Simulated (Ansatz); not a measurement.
**GeH₄O + PH₃: a complex and its separated parts**

The complex below is one end of an elementary step. How strongly is it bound against its free parts?

Method: PBE0-D4/def2-TZVP structures, single points in def2-TZVPP, no counterpoise correction; program: Ansatz 0.2.0, Gaussian basis.

Levels: SPW92, PBE-D4, BLYP-D4, r2SCAN-D4, B97M-V, PBE0-D4, B3LYP-D4, r2SCAN0-D4, BHLYP-D4, CAM-B3LYP-D4, wB97X-V, wB97M-V, B2PLYP, PBE-QIDH, RPA on PBE, Hartree-Fock, MP2, CCSD, CCSD(T).

Cores are frozen in the correlated methods. Filled d shells of the heavier atoms are correlated. B3LYP uses VWN-RPA correlation. B2PLYP carries no dispersion term here.

94 further runs of the same task are left out: 94 set aside as unsound or not needed.

## Step 1: The system as given

The complex: 10 atoms, charge 0, spin multiplicity 1.

Atoms are counted from 1 here; the program's logs count them from 0.

Bond lengths: Ge1–O2 1.788 Å, Ge1–H3 1.542 Å, Ge1–H4 1.529 Å, Ge1–H5 1.539 Å, O2–H8 0.959 Å, H6–P7 1.416 Å, P7–H9 1.417 Å, P7–H10 1.422 Å. Angles: O2–Ge1–H3 108.8°, O2–Ge1–H4 104.5°, O2–Ge1–H5 110.0°, H3–Ge1–H4 111.5°, H3–Ge1–H5 109.9°, H4–Ge1–H5 111.9°, Ge1–O2–H8 112.4°, H6–P7–H9 93.7°, H6–P7–H10 93.8°, H9–P7–H10 93.5°.

Coordinates:

```mol
GeH7OP
  3D, bonds by distance, orders not assigned

 10  8  0  0  0  0  0  0  0  0999 V2000
    0.1495   -1.7991   -0.0904 Ge  0  0
    1.2806   -0.4138   -0.0950 O   0  0
    0.9617   -3.1047   -0.2102 H   0  0
   -0.5660   -1.7062    1.2581 H   0  0
   -0.8310   -1.6831   -1.2706 H   0  0
   -0.0439    1.9800    1.2840 H   0  0
   -0.9924    1.7839    0.2505 P   0  0
    1.8462   -0.4065   -0.8699 H   0  0
   -0.1509    2.3308   -0.7504 H   0  0
   -1.6537    3.0188    0.4939 H   0  0
  1  2  8  0
  1  3  8  0
  1  4  8  0
  1  5  8  0
  2  8  8  0
  6  7  8  0
  7  9  8  0
  7 10  8  0
M  END
```

Its parts: GeH₄O holds atoms 1, 2, 3, 4, 5, 8; PH₃ holds atoms 6, 7, 9, 10. Each part counts its atoms afresh in its own runs.

## Step 2: Relaxing GeH₄O alone

relax-a/in.yaml reads:

```yaml
crystal:
  periodic: [false, false, false]
  atoms:
    - {symbol: Ge, position_ang: [0.149465, -1.799147, -0.090402]}
    - {symbol: O, position_ang: [1.280598, -0.413804, -0.094966]}
    - {symbol: H, position_ang: [0.961708, -3.104718, -0.210195]}
    - {symbol: H, position_ang: [-0.565969, -1.706225, 1.258128]}
    - {symbol: H, position_ang: [-0.831001, -1.683057, -1.270623]}
    - {symbol: H, position_ang: [1.846185, -0.406533, -0.869879]}
basis:
  gaussian: {orbitals: def2-TZVP}
hamiltonian: {xc: pbe0, dispersion: d4}
relax: {f_tol: 0.005, max_steps: 200}
```

Command:

```console
$ ansatz run in.yaml --threads 4 --pin off --events-out ev --progress --plain --max-ram 9574MiB
```

After this run come: Relaxing PH₃ alone; SPW92/def2-TZVPP; PBE-D4/def2-TZVPP; BLYP-D4/def2-TZVPP; r2SCAN-D4/def2-TZVPP; B97M-V/def2-TZVPP; PBE0-D4/def2-TZVPP; B3LYP-D4/def2-TZVPP; r2SCAN0-D4/def2-TZVPP; BHLYP-D4/def2-TZVPP; CAM-B3LYP-D4/def2-TZVPP; wB97X-V/def2-TZVPP; wB97M-V/def2-TZVPP; B2PLYP/def2-TZVPP; PBE-QIDH/def2-TZVPP; RPA on PBE/def2-TZVPP; CCSD(T)/def2-TZVPP; Vibrations of GeH₄O; Vibrations of PH₃.

**Question.** What will these runs give? Wanted: complex less parts, CCSD(T)/def2-TZVPP; with zero-point energy; largest T1 diagnostic.

The runs gave:

```
                              quantity      value
complex less parts, CCSD(T)/def2-TZVPP  -0.098 eV
                with zero-point energy  -0.060 eV
                 largest T1 diagnostic      0.014
```

**Reading.** At CCSD(T) the complex lies 0.098 eV below its parts. r2SCAN-D4 is the best functional here (-0.006 eV from CCSD(T)); SPW92 is the worst (-0.069 eV). By rung, the mean size of the error is: LDA 0.069, GGA 0.022, meta-GGA 0.007, hybrid 0.020, range-separated hybrid 0.014, double hybrid 0.031 eV. PBE-D4 gives a relative energy 0.023 eV too low, an error of 23 % of the reference. No counterpoise was applied, and triple zeta lacks some correlation, so the CCSD(T) reference has a basis error of its own, and close matches with it are partly luck.
